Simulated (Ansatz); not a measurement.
# GeNH₂ (quartet): the correlation ladder, cc-pVTZ

How much of the correlation energy of GeNH₂ (quartet) does each wave-function method recover here?

Program: Ansatz 0.2.0, Gaussian basis. Level of theory: cc-pVTZ, core rule «outside noble gas», up to 15 orbitals frozen. These are calculated values, not measurements.

Plan: UHF; CCSD(T) on ROHF; CCSD(T) on UHF; BCCD(T) on ROHF; CCSDT(Q) on ROHF; CCSDT(Q) on UHF; CASSCF and MRCISD+Q, 11 electrons in 10 orbitals; CASSCF and NEVPT2, 11 electrons in 10 orbitals.

3 further runs of the same task are left out: 3 set aside as unsound or not needed.

## Step 1: The system

The geometry is a PBE0/def2-TZVP stationary point (not a proven minimum). No spin-orbit coupling is included. The filled d shell of Ge may be among the frozen orbitals whatever the setting's name suggests; the logs give the count.

4 atoms, charge 0, spin multiplicity 4.

Atoms are counted from 1 here; the program's logs count them from 0.

Bond lengths: Ge1–N2 2.315 Å, N2–H3 1.021 Å, N2–H4 1.021 Å. Angles: Ge1–N2–H3 125.6°, Ge1–N2–H4 125.6°, H3–N2–H4 108.9°.

Geometry (Å):

```xyz
4
GeH2N
Ge    0.0000    0.0000    0.4319
N     0.0000    0.0000   -1.8834
H     0.0000    0.8309   -2.4773
H     0.0000   -0.8309   -2.4773
```

## Step 2: UHF

Contents of in.yaml:

```yaml
crystal:
  periodic: [false, false, false]
  atoms:
    - {symbol: Ge, position_ang: [0.000000, 0.000000, 0.431903]}
    - {symbol: N, position_ang: [0.000000, 0.000000, -1.883353]}
    - {symbol: H, position_ang: [0.000000, 0.830871, -2.477269]}
    - {symbol: H, position_ang: [0.000000, -0.830871, -2.477269]}
basis:
  gaussian: {orbitals: cc-pVTZ}
magnetization: {spin_polarized: true, initial_magnetization: 3}
hamiltonian: {xc: hf}
output: {orbitals: {seedname: orbitals}}
```

On the command line:

```console
$ ansatz run in.yaml --threads 1 --pin off --events-out ev --progress --plain --max-ram 4096MiB --backend cpu
```

Further steps of the session: CCSD(T) on ROHF; CCSD(T) on UHF; BCCD(T) on ROHF; CCSDT(Q) on ROHF; CCSDT(Q) on UHF; CASSCF and MRCISD+Q, 11 electrons in 10 orbitals; CASSCF and NEVPT2, 11 electrons in 10 orbitals.

**Question.** What will the summary of the whole plan be? Wanted: UCCSDT(Q) below the RHF energy; RMP2 from UCCSDT(Q); UMP2 from UCCSDT(Q); RCCSD from UCCSDT(Q); RCCSD(T) from UCCSDT(Q); UCCSD(T) from UCCSDT(Q); RCCSDT(Q) from UCCSDT(Q); NEVPT2 valence from UCCSDT(Q); MRCISD+Q valence from UCCSDT(Q).

**Answer**, as computed:

| quantity | value |
| --- | --- |
| UCCSDT(Q) below the RHF energy | -7.9362 eV |
| RMP2 from UCCSDT(Q) | +25.03 kcal/mol |
| UMP2 from UCCSDT(Q) | +25.77 kcal/mol |
| RCCSD from UCCSDT(Q) | +6.82 kcal/mol |
| RCCSD(T) from UCCSDT(Q) | +1.11 kcal/mol |
| UCCSD(T) from UCCSDT(Q) | +0.90 kcal/mol |
| RCCSDT(Q) from UCCSDT(Q) | +0.24 kcal/mol |
| NEVPT2 valence from UCCSDT(Q) | +31.13 kcal/mol |
| MRCISD+Q valence from UCCSDT(Q) | +2.20 kcal/mol |
| levels within 1 kcal/mol (43 meV) | UCCSD(T), RCCSDT, UCCSDT, RCCSDT(Q) |
| T1 diagnostic | 0.018 |
| effectively unpaired electrons | 3.01 |

In words: RCCSD(T) misses by +1.11 kcal/mol, 0.6 % of the correlation energy. One determinant dominates. Of the multireference levels listed MRCISD+Q valence comes nearest in total energy (+2.20 kcal/mol), which doesn't show that its space is the better one. These misses are within one basis, not against nature; the frozen cores of restricted and unrestricted runs differ, which can shift their rows.
